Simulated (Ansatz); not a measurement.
What does this script print? It uses the Python package of Ansatz (0.2.0).

Input file `sic.yaml`:
```yaml
crystal:
  lattice:
    - [3.075694, 0.0, 0.0]
    - [-1.537847, 2.663629, 0.0]
    - [0.0, 0.0, 10.070646]
  atoms:
    - { symbol: Si, position: [0.666667, 0.333333, 0.937842] }
    - { symbol: Si, position: [0.333333, 0.666667, 0.437842] }
    - { symbol: Si, position: [0.0, 0.0, 0.687894] }
    - { symbol: Si, position: [0.0, 0.0, 0.187894] }
    - { symbol: C, position: [0.666667, 0.333333, 0.749803] }
    - { symbol: C, position: [0.333333, 0.666667, 0.249803] }
    - { symbol: C, position: [0.0, 0.0, 0.50046] }
    - { symbol: C, position: [0.0, 0.0, 0.00046] }
kpoints:
  mp_grid: { grid: [6, 6, 2] }
hamiltonian:
  xc: pbesol
scf:
  occupations: { method: fixed }
output:
  stress: true
  eigenvalues: true
md:
  timestep: 1.0
  n_steps: 500
  ensemble: nvt_langevin
  temperature: 300.0
```

The script, `convert.py`:
```python
"""Turn an input file for SiC into a chain of calls."""

import ansatz as az

job = az.Calculation.from_yaml("sic.yaml")
print(job.to_python())
```

Output of `python convert.py`:
```text
(
    az.Lattice.of(((3.075694, 0.0, 0.0), (-1.537847, 2.663629, 0.0), (0.0, 0.0, 10.070646)))
    .atom("Si", (0.666667, 0.333333, 0.937842))
    .atom("Si", (0.333333, 0.666667, 0.437842))
    .atom("Si", (0.0, 0.0, 0.687894))
    .atom("Si", (0.0, 0.0, 0.187894))
    .atom("C", (0.666667, 0.333333, 0.749803))
    .atom("C", (0.333333, 0.666667, 0.249803))
    .atom("C", (0.0, 0.0, 0.50046))
    .atom("C", (0.0, 0.0, 0.00046))
    .calculation()
    .kpoints(6, 6, 2)
    .functional("pbesol")
    .occupations(method="fixed")
    .md(timestep=1.0, steps=500, ensemble="nvt_langevin", temperature=300.0)
    .stress()
    .band_table(publish=True)
)
```

The input is only written out: it wasn't run, and its settings aren't tested. The structure comes from a database and needn't be a stable phase.
